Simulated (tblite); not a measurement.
# C5H13AlN2: the cost of one run

Computed with tblite 0.8.0 and PySCF 2.14.0, with density-fitted response routines of our own, on a single molecule, in the gas phase or a continuum. Atoms count from 0, in the outputs and in this text.

### 1 The starting structure

21 atoms, charge 0, multiplicity 1; geometry from: force field or distance geometry start.

Bonds of the start (Å): C0–N1 1.45, N1–C2 1.46, N1–Al3 1.91, N1–C4 1.42, C4–C5 1.49, C5–C6 1.49, C6–N7 1.18, C0–H8 1.10, C0–H9 1.10, C0–H10 1.10, C2–H11 1.11, C2–H12 1.12, C2–H13 1.08, Al3–H14 1.59, Al3–H15 1.61, Al3–H16 1.62, C4–H17 1.12, C4–H18 1.11, C5–H19 1.09, C5–H20 1.13.

### 2 Geometry optimisation with GFN2-xTB

The job: settings as JSON, then the geometry in Å.

```
{"job": {"kind": "relax", "xc": "GFN2-xTB", "basis": "xTB"}, "charge": 0, "multiplicity": 1}
C     -0.920900     0.972600    -1.254700
N     -0.463700     0.068300    -0.212800
C     -0.578300    -1.262200    -0.804200
Al    -1.692000     0.303400     1.232700
C      0.873000     0.432600     0.098400
C      1.671800    -0.531300     0.907600
C      3.039700     0.011800     1.120000
N      4.130700     0.436300     1.295000
H     -0.822800     2.018900    -0.940500
H     -0.326000     0.699200    -2.138200
H     -1.970700     0.701000    -1.453300
H      0.306900    -1.454300    -1.441500
H     -1.460300    -1.176500    -1.482200
H     -0.775600    -2.041500    -0.076600
H     -1.642700     1.748100     1.890500
H     -3.177200     0.047900     0.674400
H     -1.434700    -0.778400     2.405000
H      1.411100     0.545300    -0.878800
H      0.884400     1.433800     0.584400
H      1.729500    -1.530300     0.476300
H      1.209000    -0.627600     1.939100
```

On the command line:

```bash
$ OMP_NUM_THREADS=1 python probes_run.py task.json out
```

The driver reads the jobs from task.json and runs them one after another.

Q: Estimate the wall time and peak memory of this first job on 1 thread of Arm Neoverse N1, shared host.

About 2.2 s, with a peak of 0.18 GiB.
